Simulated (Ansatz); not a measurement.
# BF2H6NSi: the cost of one run

Program: Ansatz 0.2.0. Level of theory: RKS BHLYP/def2-SVP. These are calculated values, not measurements.

## (1) The starting structure

Bond lengths: B1–Si2 2.277 Å, B1–F3 1.343 Å, B1–F4 1.343 Å, B1–N6 1.805 Å, Si2–H7 1.466 Å, Si2–H8 1.469 Å, Si2–H9 1.462 Å, N6–H10 1.006 Å, N6–H11 1.005 Å. Angles (14 of 15 angles, heavy atoms first): Si2–B1–F3 111.5°, Si2–B1–F4 112.1°, Si2–B1–N6 99.8°, F3–B1–F4 115.6°, F3–B1–N6 108.4°, F4–B1–N6 108.1°, B1–Si2–H7 114.3°, B1–Si2–H8 119.8°, B1–Si2–H9 101.5°, B1–N6–H10 114.9°, B1–N6–H11 116.3°, H7–Si2–H8 107.5°, H7–Si2–H9 106.8°, H8–Si2–H9 105.7°.

As a file:

```xyz
11

B    -0.7737   -0.4174   -0.4347
Si    1.2109   -0.7697    0.6256
F    -0.7243   -0.8148   -1.7163
F    -1.8150   -0.8788    0.2771
H     0.2202    0.7490    0.1431
N    -0.8262    1.3867   -0.4002
H     2.3917   -0.5051   -0.2015
H     1.4514   -0.1668    1.9438
H     1.1670   -2.2131    0.8518
H    -1.5306    1.7785    0.2010
H    -0.7715    1.8517   -1.2897
```

## (2) Pulling towards end A

Springs on the bonds that form and break draw the guess towards this end; the thresholds are loose.

File input.yaml:

```yaml
crystal:
  periodic: [false, false, false]
  atoms:
    - { symbol: B, position_ang: [-0.7737, -0.4174, -0.4347] }
    - { symbol: Si, position_ang: [1.2109, -0.7697, 0.6256] }
    - { symbol: F, position_ang: [-0.7243, -0.8148, -1.7163] }
    - { symbol: F, position_ang: [-1.815, -0.8788, 0.2771] }
    - { symbol: H, position_ang: [0.2202, 0.749, 0.1431] }
    - { symbol: "N", position_ang: [-0.8262, 1.3867, -0.4002] }
    - { symbol: H, position_ang: [2.3917, -0.5051, -0.2015] }
    - { symbol: H, position_ang: [1.4514, -0.1668, 1.9438] }
    - { symbol: H, position_ang: [1.167, -2.2131, 0.8518] }
    - { symbol: H, position_ang: [-1.5306, 1.7785, 0.201] }
    - { symbol: H, position_ang: [-0.7715, 1.8517, -1.2897] }
basis:
  gaussian: { orbitals: def2-SVP }
hamiltonian:
  xc: { name: BHLYP }
relax:
  f_tol: 0.15
  max_steps: 25
  restrain:
    - { distance: [0, 5], at: 2.85, k: 30.0 }
    - { distance: [4, 1], at: 2.72, k: 30.0 }
    - { distance: [0, 1], at: 1.95, k: 30.0 }
    - { distance: [4, 5], at: 1.02, k: 30.0 }
```

Command:

```
> ansatz run input.yaml --threads 2 --pin off --max-ram 3072MiB --backend cpu --events-out ev --progress --plain --runs-dir out
```

Q: Estimate wall time and peak memory on 2 threads of Intel Xeon at 2.60GHz (Ice Lake), shared host.

About 26 s, with a peak of 0.24 GiB.
